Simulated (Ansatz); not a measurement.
CsLiCr2Te2S3:

```
Cs Li Cr Te S
1.0
     3.31929    1.91639    6.87982
    -3.31929    1.91639    6.87982
     0.00000   -3.83279    6.87982
Cs Li Cr Te S
1 1 2 2 3
Direct
  0.00000 0.00000 0.00000
  0.50000 0.50000 0.50000
  0.79848 0.79848 0.79848
  0.20152 0.20152 0.20152
  0.67990 0.67990 0.67990
  0.32010 0.32010 0.32010
  0.13626 0.86374 0.50000
  0.50000 0.13626 0.86374
  0.86374 0.50000 0.13626
```

The cell was built by a generator and needn't be a form met in nature.

Base run:

```yaml
Program: Ansatz 0.2.0
Functional: PBE
Potentials_or_basis: Ansatz PAW
Cutoff: 420 eV
Density_cutoff: 1680 eV
k_mesh: 5 × 5 × 5
Occupations: fermi-dirac, width 0.05 eV
Spin: collinear spin, ferromagnetic start
Starting_moments: "[0.0, 0.0, 3.0, 3.0, 0.0, 0.0, 0.0, 0.0, 0.0] μB"
Hubbard_terms: Cr d U = 2 eV
```

Its results: band gap on the k mesh none (metal or under the smearing width); pressure 1.6 GPa; net moment 4.05 μB per cell; site moments Cs -0.03; Li +0.00; Cr +2.55; Te -0.27; S -0.15 μB; largest force 0.645 eV/Å.

**Question.** The run is repeated on the same cell with these changes: hubbard terms from Cr d U = 2 eV to Cr d U = 8 eV. What comes out?

**Answer.** Band gap on the k mesh none (metal or under the smearing width); pressure 6.3 GPa; net moment 4.66 μB per cell; site moments Cs -0.03; Li -0.01; Cr +3.34; Te -0.34; S -0.38 μB; largest force 2.411 eV/Å.

Caveats: the magnetic or orbital state may not be the lowest; only a ferromagnetic start was run, and an antiferromagnetic order may lie lower in energy; the density of states is complete only up to the lowest level of the last band computed; forces of over 1 eV/Å show positions far from the minimum, so gaps and moduli don't describe the material at rest (some runs).

Not every run made on this cell is shown here.
